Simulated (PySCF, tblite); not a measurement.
# C6H8N2Si: geometry, infrared bands and NMR shifts

What infrared bands and NMR shifts should C6H8N2Si (`[H]/N=C(\CC#N)CC#C[SiH3]`) show?

Programs: tblite 0.8.0 and PySCF 2.14.0, with density-fitted response routines of our own. Each step states its level of theory. These are calculated values for one molecule in the gas phase, unless marked as measured. Atoms are numbered from 0 throughout.

### Step 1. The starting structure

17 atoms, charge 0, multiplicity 1; geometry from: force field or distance geometry start.

Bonds of the start (Å): N0–C1 1.17, C1–C2 1.45, C2–C3 1.53, C3–N4 1.29, C3–C5 1.52, C5–C6 1.46, C6–C7 1.20, C7–Si8 1.87, C2–H9 1.11, C2–H10 1.09, N4–H11 1.02, C5–H12 1.09, C5–H13 1.10, Si8–H14 1.50, Si8–H15 1.50, Si8–H16 1.48.

### Step 2. Geometry optimisation with GFN2-xTB

Job settings and geometry (Å):

```
{"job": {"kind": "relax", "xc": "GFN2-xTB", "basis": "xTB"}, "charge": 0, "multiplicity": 1}
N      2.884500    -2.527100     0.300400
C      2.417600    -1.474400     0.510700
C      1.852000    -0.168800     0.804600
C      1.524500     0.570100    -0.496700
N      2.161100     1.635300    -0.836500
C      0.426700     0.013400    -1.392100
C     -0.873600     0.029900    -0.719000
C     -1.939500     0.037200    -0.166400
Si    -3.620900     0.044600     0.656600
H      0.922100    -0.268000     1.394800
H      2.538900     0.431300     1.393400
H      2.873800     1.909000    -0.160300
H      0.693900    -1.003900    -1.675800
H      0.389900     0.616000    -2.306200
H     -4.403500     1.252900     0.241500
H     -3.463100     0.082300     2.143500
H     -4.391400    -1.167800     0.297400
```

Run with:

```sh
OMP_NUM_THREADS=1 python probes_run.py task.json out
```

This one command runs all jobs of the session in turn.

**Question.** This job is followed by: GFN2-xTB harmonic vibrations, gas phase; GIAO PBE0/pcSseg-1 NMR shielding, non-relativistic, gas phase. What will the session give for the following? strongest single infrared mode (GFN2-xTB); zero-point energy (GFN2-xTB); ¹³C shifts against TMS (PBE0/pcSseg-1); ¹H shifts against TMS (PBE0/pcSseg-1, means over atoms taken as alike); ¹⁵N shifts against NH3 (PBE0/pcSseg-1); ²⁹Si shifts against TMS (PBE0/pcSseg-1).

As calculated:

```
                                                              quantity                                      value
                             strongest single infrared mode (GFN2-xTB)                       790 cm⁻¹, 543 km/mol
                                          zero-point energy (GFN2-xTB)                              73.6 kcal/mol
                                ¹³C shifts against TMS (PBE0/pcSseg-1)  169.8, 119.4, 113.6, 85.4, 33.3, 29.1 ppm
¹H shifts against TMS (PBE0/pcSseg-1, means over atoms taken as alike)                10.91, 4.27, 3.71, 3.40 ppm
                                ¹⁵N shifts against NH3 (PBE0/pcSseg-1)                           363.3, 307.7 ppm
                               ²⁹Si shifts against TMS (PBE0/pcSseg-1)                                  -98.9 ppm
```

In words: Over 63 steps the energy fell by 0.213 eV; of the close pairs, C3–N4 changed most, 1.287 to 1.250 Å. No mode is imaginary among the 45: a minimum at this level. The strongest single mode, at 790 cm⁻¹, has its largest shares on H15, H14 and H16 (the list is cut at 3 atoms). GFN2-xTB is a fitted tight-binding method: band positions and strengths are rough. Its intensities can rank the bands wrongly. At PBE0/pcSseg-1: The widest tensor belongs to N4: span 602 ppm, with a paramagnetic part of -413 ppm.
